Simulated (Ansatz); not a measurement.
# CHGaP+ (singlet): the correlation ladder, cc-pVDZ

One table from this session's results is given with a row withheld; the runs are named, their logs left out.

Computed with Ansatz 0.2.0, Gaussian basis. Level: cc-pVDZ, core rule «outside noble gas», up to 20 orbitals frozen.

The runs, in order: UHF; CCSD(T) on RHF; CCSD(T) on UHF; BCCD(T) on RHF; CISD; CCSDT(Q) on RHF; CCSDT(Q) on UHF; CASSCF and MRCISD+Q, 8 electrons in 8 orbitals; CASSCF and NEVPT2, 8 electrons in 8 orbitals.

20 further runs of the same task are left out: 2 for a known fault of the program, 8 that didn't finish, 10 set aside as unsound or not needed. Runs told in other sessions of the task aren't counted.

## The system

The geometry is a PBE0/def2-TZVP stationary point (not a proven minimum) of the parent state, kept for this charge and spin. No spin-orbit coupling is included. The filled d shell of Ga may be among the frozen orbitals whatever the setting's name suggests.

4 atoms, charge 1, spin multiplicity 1.

Atoms are counted from 1 here; the program's logs count them from 0.

Bond lengths: C1–P2 1.633 Å, C1–Ga3 2.022 Å, P2–H4 1.442 Å. Angles: P2–C1–Ga3 160.5°, C1–P2–H4 99.4°.

Set-up of the first run:

in.yaml reads:

```yaml
crystal:
  periodic: [false, false, false]
  atoms:
    - {symbol: C, position_ang: [0.000019, 0.093361, -0.430570]}
    - {symbol: P, position_ang: [0.000000, 0.456451, 1.162034]}
    - {symbol: Ga, position_ang: [0.000001, 0.328493, -2.438501]}
    - {symbol: H, position_ang: [-0.000020, -0.878305, 1.707037]}
basis:
  gaussian: {orbitals: cc-pVDZ}
total_charge: 1
magnetization: {spin_polarized: true, initial_magnetization: 0}
hamiltonian: {xc: hf}
output: {orbitals: {seedname: orbitals}}
```

Command:

```console
$ ansatz run in.yaml --threads 1 --pin off --events-out ev --progress --plain --max-ram 2393MiB
```

Steps of the session up to this table: UHF; CCSD(T) on RHF; CCSD(T) on UHF; BCCD(T) on RHF; CISD; CCSDT(Q) on RHF; CCSDT(Q) on UHF; CASSCF and MRCISD+Q, 8 electrons in 8 orbitals; CASSCF and NEVPT2, 8 electrons in 8 orbitals.

One table of the session follows, with a row left open; its other results are not shown here.

| method | from RCCSDT(Q) (meV) |
| --- | --- |
| RHF | +8770.7 |
| UHF | +8565.6 |
| RMP2 | +1749.6 |
| UMP2 | +2124.9 |
| RCCSD | +534.7 |
| UCCSD | +584.6 |
| RCCSD(T) | +93.5 |
| UCCSD(T) | +136.3 |
| BCCD(T) | +88.9 |
| RCCSDT | +50.6 |
| UCCSDT | +63.8 |
| RCCSDT(Q) | 0 |
| UCCSDT(Q) | ? |
| CASSCF frontier | +5742.8 |
| MRCISD frontier | +648.1 |
| MRCISD+Q frontier | +65.2 |

Q: Estimate the row for UCCSDT(Q) from the others.

As computed: from RCCSDT(Q) (meV): +3.3. In the column «from RCCSDT(Q) (meV)» it lies between RCCSDT(Q) (0) and RCCSDT (+50.6).

Not comparable, so not listed: CISD; CASSCF and NEVPT2, 8 electrons in 8 orbitals (they don't share determinant, frozen orbitals or solution with the rows shown, or repeat one).

Caveats from the session: The determinant of HF (⟨S²⟩ 0.86) is far from a pure spin state, so its energy mixes those of several spin states; that is harmless only where they are near-degenerate. The determinant of CCSD(T) (⟨S²⟩ 0.81) is far from a pure spin state, so its energy mixes those of several spin states; high orders of coupled cluster remove much of that, low ones don't. The determinant of CCSDT(Q) (⟨S²⟩ 0.81) is far from a pure spin state, so its energy mixes those of several spin states; high orders of coupled cluster remove much of that, low ones don't. Warnings: restricted reference is unstable; spin contamination; coupled cluster took another determinant than the lowest; large T1 diagnostic. Restricted and unrestricted rows rest on different reference determinants; a gap between their highest levels can come from leftover correlation error, from unlike frozen cores or from another state. Warnings in the runs' records: passed over end.
